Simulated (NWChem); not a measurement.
# SnSiH3F3 (SMILES [F][Sn]([F])([F])[SiH3]): levels of theory compared

We compute a comparison of 4 runs (HF/def2-SVP, PBE0/def2-SVP, wB97X/STO-3G, TPSS/3-21G) of SnSiH3F3. 

Program for the calculation: NWChem 7.3.0.

**1. The molecule**

SnSiH3F3 has 8 atoms, charge 0, and is taken as a singlet. SMILES: `[F][Sn]([F])([F])[SiH3]`. Geometry: relaxed at PBE0-D4/def2-TZVP.

Bond lengths: F1–Sn2 1.903 Å, Sn2–F3 1.903 Å, Sn2–F4 1.903 Å, Sn2–Si5 2.560 Å, Si5–H6 1.480 Å, Si5–H7 1.480 Å, Si5–H8 1.479 Å. Some angles: F1–Sn2–F3 103.4°, F1–Sn2–F4 103.4°, F1–Sn2–Si5 115.2°, F3–Sn2–F4 103.4°, F3–Sn2–Si5 114.9°, F4–Sn2–Si5 115.0°, Sn2–Si5–H6 106.5°, Sn2–Si5–H7 106.3°, Sn2–Si5–H8 106.6°, H6–Si5–H7 112.3°.

**2. Energy and gradient at HF/def2-SVP (core potential) (run 1)**

run.nw

```
start run
title "F3H3SiSn"
memory 2200 mb

geometry units angstroms noautosym nocenter noautoz
F     0.165300   -2.193800    1.388300
Sn    0.794500   -0.774800    0.288000
F     2.267700   -0.076200    1.269200
F     1.622500   -1.679600   -1.166800
Si   -0.973200    0.954100   -0.377000
H    -1.479100    1.542100    0.882900
H    -0.282200    1.951000   -1.224200
H    -2.023600    0.220100   -1.116300
end

basis spherical bse
* library def2-SVP
end

ecp bse
Sn library def2-SVP
end

scf
nopen 0
rhf
thresh 1e-08
maxiter 80
print medium
end

task scf gradient
```

The run is started by

```bash
$ nwchem run.nw > run.out
```

The log of the run:

```text
[...]
  functions       =   101
[...]
  wavefunction    = RHF
[...]
         Total SCF energy =   -802.087186243878
      One-electron energy =  -1916.850167116450
      Two-electron energy =    753.840785477631
 Nuclear repulsion energy =    360.922195394942
        Time for solution =     10.9s
[...]
                         RHF ENERGY GRADIENTS
    atom               coordinates                        gradient
                 x          y          z           x          y          z
   1 F       0.312372  -4.145681   2.623507   -0.000102   0.000900  -0.000563
   2 Sn      1.501387  -1.464160   0.544241   -0.002099   0.001939  -0.000760
   3 F       4.285332  -0.143997   2.398440   -0.000892   0.000146  -0.000479
   4 F       3.066080  -3.173984  -2.204932   -0.000666   0.000691   0.000384
   5 Si     -1.839081   1.802988  -0.712427    0.003626  -0.003638   0.001366
   6 H      -2.795094   2.914146   1.668439   -0.000338   0.000517   0.002379
   7 H      -0.533281   3.686855  -2.313403    0.001751   0.001188  -0.001253
   8 H      -3.824050   0.415929  -2.109501   -0.001280  -0.001743  -0.001074
[...]
```

Wall time 14 s (1 thread of AMD EPYC 9R45 (Zen 5), shared host); peak memory 0.1 GiB.

**3. Energy and forces at PBE0/def2-SVP (core potential) (run 2)**

f3h3sisn.nw

```
start f3h3sisn
title "F3H3SiSn"
memory 2200 mb

geometry units angstrom noautosym nocenter noautoz
   F        0.165300      -2.193800       1.388300
   Sn       0.794500      -0.774800       0.288000
   F        2.267700      -0.076200       1.269200
   F        1.622500      -1.679600      -1.166800
   Si      -0.973200       0.954100      -0.377000
   H       -1.479100       1.542100       0.882900
   H       -0.282200       1.951000      -1.224200
   H       -2.023600       0.220100      -1.116300
end

basis spherical bse
   F library def2-SVP
   Sn library def2-SVP
   Si library def2-SVP
   H library def2-SVP
end

ecp bse
   Sn library def2-SVP
end

dft
   xc pbe0
   grid fine
   convergence energy 1e-08
   maxiter 100
   mulliken
   print low
end

task dft gradient
```

The run is started by

```bash
$ nwchem f3h3sisn.nw > f3h3sisn.out
```

The log of the run:

```text
[...]
 d= 0,ls=0.0,diis     1   -804.2777308293 -1.17D+03  2.50D-02  1.43D+00     1.5
[...]
 d= 0,ls=0.0,diis     8   -804.4657173860  7.05D-09  2.71D-06  2.11D-07     9.1
         Total DFT energy =     -804.465717385990
      One electron energy =    -1917.487121818237
           Coulomb energy =      823.318048476067
    Exchange-Corr. energy =      -71.218839438761
 Nuclear repulsion energy =      360.922195394942
[...]
      Total Density - Mulliken Population Analysis
     ---------------------------------------------
    Atom       Charge   Shell Charges
 -----------   ------   -------------------------------------------------------
    1 F    9     9.43   1.99  1.12  0.84  3.31  2.16  0.00
    2 Sn  22    20.79   0.42  1.60  1.04  0.03  2.75  3.26  1.12  0.25  9.75  0.57
    3 F    9     9.43   1.99  1.12  0.84  3.31  2.16  0.00
    4 F    9     9.43   1.99  1.12  0.84  3.31  2.16  0.00
    5 Si  14    13.89   2.00  1.98  1.07  0.26  5.93  1.33  1.21  0.12
    6 H    1     1.01   0.72  0.28  0.01
    7 H    1     1.01   0.72  0.28  0.01
    8 H    1     1.01   0.72  0.28  0.01
[...]
                         DFT ENERGY GRADIENTS
    atom               coordinates                        gradient
                 x          y          z           x          y          z
   1 F       0.312372  -4.145681   2.623507    0.004156   0.009266  -0.007196
   2 Sn      1.501387  -1.464160   0.544241    0.009959  -0.009803   0.003767
   3 F       4.285332  -0.143997   2.398440   -0.009564  -0.004536  -0.006369
   4 F       3.066080  -3.173984  -2.204932   -0.005376   0.005882   0.009485
   5 Si     -1.839081   1.802988  -0.712427   -0.001784   0.001676  -0.000675
   6 H      -2.795094   2.914146   1.668439    0.001270  -0.001398  -0.002243
   7 H      -0.533281   3.686855  -2.313403   -0.000958  -0.002194   0.001718
   8 H      -3.824050   0.415929  -2.109501    0.002296   0.001108   0.001514
 Task  times  cpu:       12.4s     wall:       12.4s
 Total times  cpu:       12.4s     wall:       12.4s
```

It took 13 s on 1 thread of AMD EPYC 9R45 (Zen 5), shared host; peak memory 0.13 GiB.

**4. Energy and gradient at wB97X/STO-3G (run 3)**

a.nw

```
START a
TITLE "F3H3SiSn"
memory stack 880 mb heap 220 mb global 1100 mb
charge 0
GEOMETRY noautosym nocenter noautoz
 F      0.165300    -2.193800     1.388300
 Sn     0.794500    -0.774800     0.288000
 F      2.267700    -0.076200     1.269200
 F      1.622500    -1.679600    -1.166800
 Si    -0.973200     0.954100    -0.377000
 H     -1.479100     1.542100     0.882900
 H     -0.282200     1.951000    -1.224200
 H     -2.023600     0.220100    -1.116300
END
BASIS spherical bse
 * library STO-3G
END
DFT
 xc wb97x
 grid xfine
 convergence energy 1e-08
 iterations 100
 mulliken
 print medium
END
TASK dft gradient
```

The run is started by

```bash
$ nwchem a.nw > a.out
```

The log of the run:

```text
[...]
          Wavefunction type:  closed shell.
          No. of atoms     :     8
          No. of electrons :    94
[...]
          Charge           :     0
          Spin multiplicity:     1
[...]
          AO basis - number of functions:    54
[...]
              XC Information
              --------------
                       wb97x  Method XC Functional
                     Hartree-Fock (Exact) Exchange  1.000
                         wb97x Exchange Functional  1.000
                      wb97x Correlation Functional  1.000
[...]
 d= 0,ls=0.0,diis     1  -6548.3135961659 -7.21D+03  4.12D-02  8.59D-01     1.9
[...]
 d= 0,ls=0.0,diis     8  -6548.5822674525 -4.47D-09  1.98D-06  1.30D-09    13.5
         Total DFT energy =    -6548.582267452514
      One electron energy =   -10393.553058527210
           Coulomb energy =     3395.076313941327
    Exchange-Corr. energy =     -215.759704798635
 Nuclear repulsion energy =      665.654181932004
[...]
      Total Density - Mulliken Population Analysis
     ---------------------------------------------
    Atom       Charge   Shell Charges
 -----------   ------   -------------------------------------------------------
    1 F    9     9.28   2.00  1.97  5.31
    2 Sn  50    49.18   2.00  2.00  6.00  2.00  5.99  2.01  5.98  1.15  2.10 10.00  9.96
    3 F    9     9.28   2.00  1.97  5.31
    4 F    9     9.28   2.00  1.97  5.31
    5 Si  14    13.65   2.00  1.98  5.88  1.29  2.50
    6 H    1     1.11   1.11
    7 H    1     1.11   1.11
    8 H    1     1.11   1.11
[...]
  wavefunction    = closed shell
[...]
                         DFT ENERGY GRADIENTS
    atom               coordinates                        gradient
                 x          y          z           x          y          z
   1 F       0.312372  -4.145681   2.623507   -0.000827  -0.000909   0.000824
   2 Sn      1.501387  -1.464160   0.544241    0.011102  -0.011020   0.004217
   3 F       4.285332  -0.143997   2.398440    0.000977   0.000992   0.000752
   4 F       3.066080  -3.173984  -2.204932    0.000406  -0.000470  -0.001411
   5 Si     -1.839081   1.802988  -0.712427   -0.015981   0.015513  -0.006008
   6 H      -2.795094   2.914146   1.668439   -0.001752   0.003080   0.020549
   7 H      -0.533281   3.686855  -2.313403    0.015788   0.009017  -0.010247
   8 H      -3.824050   0.415929  -2.109501   -0.009714  -0.016204  -0.008677
[...]
```

Wall time 19 s (1 thread of AMD EPYC 9R45 (Zen 5), shared host); peak memory 0.14 GiB.

**5. Energy and forces at TPSS/3-21G (run 4)**

run.py

```python
from ase import Atoms
from ase.calculators.nwchem import NWChem

molecule = Atoms(['F', 'Sn', 'F', 'F', 'Si', 'H', 'H', 'H'], positions=[
    [0.165300, -2.193800, 1.388300],
    [0.794500, -0.774800, 0.288000],
    [2.267700, -0.076200, 1.269200],
    [1.622500, -1.679600, -1.166800],
    [-0.973200, 0.954100, -0.377000],
    [-1.479100, 1.542100, 0.882900],
    [-0.282200, 1.951000, -1.224200],
    [-2.023600, 0.220100, -1.116300],
])

calc = NWChem(
    label='test',
    theory='dft',
    memory='2200 mb',
    basis='3-21G',
    basispar='spherical bse',
    dft={'xc': 'xtpss03 ctpss03', 'mult': '1', 'grid': 'xfine', 'convergence': 'energy 1e-08', 'iterations': '100', 'mulliken': None},
)
molecule.calc = calc

forces = molecule.get_forces()
print(f"energy = {molecule.get_potential_energy():.6f} eV")
print("forces (eV/A):")
for s, f in zip(molecule.symbols, forces):
    print(f"{s:2s} {f[0]:10.5f} {f[1]:10.5f} {f[2]:10.5f}")
print("dipole (e A):", molecule.get_dipole_moment().round(4))
```

The run is started by

```bash
$ export ASE_NWCHEM_COMMAND="nwchem PREFIX.nwi > PREFIX.nwo"
$ python run.py
```

The log of the run:

```text
energy = -179222.201872 eV
forces (eV/A):
F     0.02155   -0.30457    0.19448
Sn   -0.43123    0.42783   -0.16388
F     0.31115   -0.01388    0.17484
F     0.22384   -0.23191   -0.15817
Si    0.19422   -0.18934    0.07405
H    -0.12948    0.13704    0.10804
H    -0.00154    0.18291   -0.12048
H    -0.18851   -0.00812   -0.10891
dipole (e A): [-0.5632  0.547  -0.211 ]
```

The calculator wrote test.nwi:

```
title "test"

permanent_dir test

scratch_dir test

start test

geometry units angstrom nocenter noautosym noautoz
  F  1.6530000000000000e-01 -2.1938000000000000e+00 1.3883000000000001e+00
  Sn 7.9449999999999998e-01 -7.7480000000000004e-01 2.8799999999999998e-01
  F  2.2677000000000000e+00 -7.6200000000000004e-02 1.2692000000000001e+00
  F  1.6225000000000001e+00 -1.6796000000000000e+00 -1.1668000000000001e+00
  Si -9.7319999999999995e-01 9.5409999999999995e-01 -3.7700000000000000e-01
  H  -1.4791000000000001e+00 1.5421000000000000e+00 8.8290000000000002e-01
  H  -2.8220000000000001e-01 1.9510000000000001e+00 -1.2242000000000000e+00
  H  -2.0236000000000001e+00 2.2009999999999999e-01 -1.1163000000000001e+00
end

memory 2200 mb

basis spherical bse noprint
   * library 3-21G
end

dft
  xc xtpss03 ctpss03
  mult 1
  grid xfine
  convergence energy 1e-08
  iterations 100
  mulliken
end

task dft gradient
```

test.nwo:

```text
Northwest Computational Chemistry Package (NWChem) 7.3.0
             --------------------------------------------------------

           Job information
           ---------------

    nwchem branch   = 7.3.0
    use scalapack   = T
    input           = test.nwi
    prefix          = test.
    data base       = test/test.db
    status          = startup
    nproc           =        1

           Memory information
           ------------------

    heap     =     72089596 doubles =      550.0 Mbytes
    stack    =     72089601 doubles =      550.0 Mbytes
    global   =    144179200 doubles =     1100.0 Mbytes (distinct from heap & stack)
    total    =    288358397 doubles =     2200.0 Mbytes
    verify   = yes
    hardfail = no

           Directory information
           ---------------------

  0 permanent = test
  0 scratch   = test

                                NWChem Input Module
                                -------------------

                                       test
                                       ----

[... 97 lines left out ...]
  convergence criterion.
[... 17 lines left out ...]
          Convergence on gradient requested:  5.00D-04
[... 23 lines left out ...]
          Convergence aids based upon iterative change in
[... 28 lines left out ...]
 1-e energy   =  -10420.115114
[... 51 lines left out ...]
         Total DFT energy =    -6586.294491277487
[... 2 lines left out ...]
    Exchange-Corr. energy =     -214.428728379061
[... 640 lines left out ...]
          Convergence on energy requested:  1.00D-08
[... 21 lines left out ...]
          Spatial weights used:  Erf1
[... 4 lines left out ...]
          total energy or number of iterations.
[... 18 lines left out ...]
                            NWChem DFT Gradient Module
                            --------------------------

                                       test

  charge          =   0.00
  wavefunction    = closed shell

                         DFT ENERGY GRADIENTS

    atom               coordinates                        gradient
                 x          y          z           x          y          z
   1 F       0.312372  -4.145681   2.623507   -0.000419   0.005923  -0.003782
   2 Sn      1.501387  -1.464160   0.544241    0.008386  -0.008320   0.003187
   3 F       4.285332  -0.143997   2.398440   -0.006051   0.000270  -0.003400
[... 4 lines of this table left out ...]
   8 H      -3.824050   0.415929  -2.109501    0.003666   0.000158   0.002118

                 ----------------------------------------
                 |  Time  |  1-e(secs)   |  2-e(secs)   |
                 ----------------------------------------
                 |  CPU   |       0.00   |       1.42   |
                 ----------------------------------------
                 |  WALL  |       0.00   |       1.42   |
                 ----------------------------------------

 Task  times  cpu:       16.5s     wall:       16.5s
 Total times  cpu:       16.5s     wall:       16.5s
```

Wall time 17 s (1 thread of AMD EPYC 9R45 (Zen 5), shared host); peak memory 0.14 GiB.

**6. All runs side by side**

```
run                           level  iteration cap  module   energy (Eh)  dipole moment (D)  HOMO energy (eV)  LUMO energy (eV)  wall time
  1    HF/def2-SVP (core potential)             80     scf   -802.087186               5.91            -12.64              1.98       14 s
  2  PBE0/def2-SVP (core potential)            100     dft   -804.465717                  –                 –                 –       13 s
  3                    wB97X/STO-3G            100     dft  -6548.582267               2.13             -6.30              6.62       19 s
  4                      TPSS/3-21G            100     dft  -6586.294491               3.90             -7.71             -2.02       17 s
```

**7. What came out**

| quantity | value |
| --- | --- |
| run 4: total energy | -6586.29449 Eh |
| run 4: dipole moment | 3.90 D |
| run 4: HOMO energy | -7.71 eV |
| run 4: LUMO energy | -2.02 eV |
| run 4: HOMO–LUMO gap | 5.69 eV |
| run 4: largest force on an atom | 0.629 eV/Å |

**Reading.** Over runs 1, 3, 4 the dipole moment (its size) runs from 2.13 D (wB97X/STO-3G) to 5.91 D (HF/def2-SVP). The two ends differ in method and basis and core potential. Over runs 1, 3, 4 the HOMO–LUMO gap runs from 5.69 eV (TPSS/3-21G) to 14.62 eV (HF/def2-SVP). Totals of different functionals can't be ranked against each other. Some runs of one species differ in core potentials or relativity; totals across that change don't compare. In run 3 the basis is minimal, so the values are rough. In runs 3, 4 relativity is left out where basis or elements ask for it. All runs together took 63 s, the longest 19 s.
